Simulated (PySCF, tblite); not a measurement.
**C₆H₇NS+ (doublet): geometry, infrared bands and EPR parameters**

Wanted: the infrared bands and EPR parameters of C₆H₇NS+ (doublet) (`N#C[C@@H]1C=CC[C@@H]1[SH+]`), by calculation.

Programs: tblite 0.8.0 and PySCF 2.14.0, with density-fitted response routines of our own. Each step states its level of theory. These are calculated values for one molecule in the gas phase, unless marked as measured. Atoms count from 0, in the outputs and in this text.

## 1. The starting structure

15 atoms, charge 1, multiplicity 2; geometry from: force field or distance geometry start.

Bonds of the start (Å): N0–C1 1.17, C1–C2 1.46, C2–C3 1.50, C3–C4 1.35, C4–C5 1.50, C5–C6 1.55, C6–S7 1.85, C6–C2 1.54, C2–H8 1.10, C3–H9 1.08, C4–H10 1.08, C5–H11 1.09, C5–H12 1.10, C6–H13 1.10, S7–H14 1.34.

## 2. Geometry optimisation with GFN2-xTB

Job settings and geometry (Å):

```
{"job": {"kind": "relax", "xc": "GFN2-xTB", "basis": "xTB"}, "charge": 1, "multiplicity": 2}
N      1.952600     2.660500    -0.678700
C      1.084700     1.883200    -0.635900
C     -0.014800     0.921600    -0.563400
C     -0.673600     0.882500     0.782800
C     -1.055800    -0.371300     1.110400
C     -0.707200    -1.337900     0.011400
C      0.337900    -0.553800    -0.821100
S      2.036300    -1.079000    -0.303200
H     -0.787000     1.235100    -1.285900
H     -0.853000     1.744400     1.415400
H     -1.581000    -0.651300     2.006400
H     -1.602000    -1.553800    -0.578700
H     -0.331900    -2.282100     0.425900
H      0.253200    -0.805700    -1.883400
H      1.937200    -0.684400     0.976100
```

Run with:

```
OMP_NUM_THREADS=1 python probes_run.py task.json out
```

The driver reads the jobs from task.json and runs them one after another.

**Question.** This job is followed by: GFN2-xTB harmonic vibrations, gas phase; UKS B3LYP, pcH-1 on C H N S, non-relativistic, mean-field spin-orbit, GIAO. What will the session give for the following? strongest single infrared mode (GFN2-xTB); zero-point energy (GFN2-xTB); g(iso) (B3LYP); ⟨S²⟩; largest a(iso).

**Answer**, as computed:

| quantity | value |
| --- | --- |
| strongest single infrared mode (GFN2-xTB) | 1562 cm⁻¹, 294 km/mol |
| zero-point energy (GFN2-xTB) | 68.5 kcal/mol |
| g(iso) (B3LYP) | 2.00999 |
| ⟨S²⟩ | 0.754 (exact 0.75) |
| largest a(iso) | 1H on H11, 97.1 MHz |

In words: Over 70 steps the energy fell by 0.176 eV; of the close pairs, N0–C1 changed most, 1.166 to 1.139 Å. No mode is imaginary among the 39: a minimum at this level. The strongest single mode, at 1562 cm⁻¹, moves mainly C4 and C3. GFN2-xTB is a fitted tight-binding method: band positions and strengths are rough. Its intensities can rank the bands wrongly. S7 carries the largest spin population, 0.65 e. The isotropic g lies 7.7 ppt above the free-electron value. These values are for one conformer; the search (at its own cheap level) found 2 more, at 0.00, 0.13 kcal/mol (those within 0.05 may be mirror or relabelled copies), and measured spectra average over such forms.
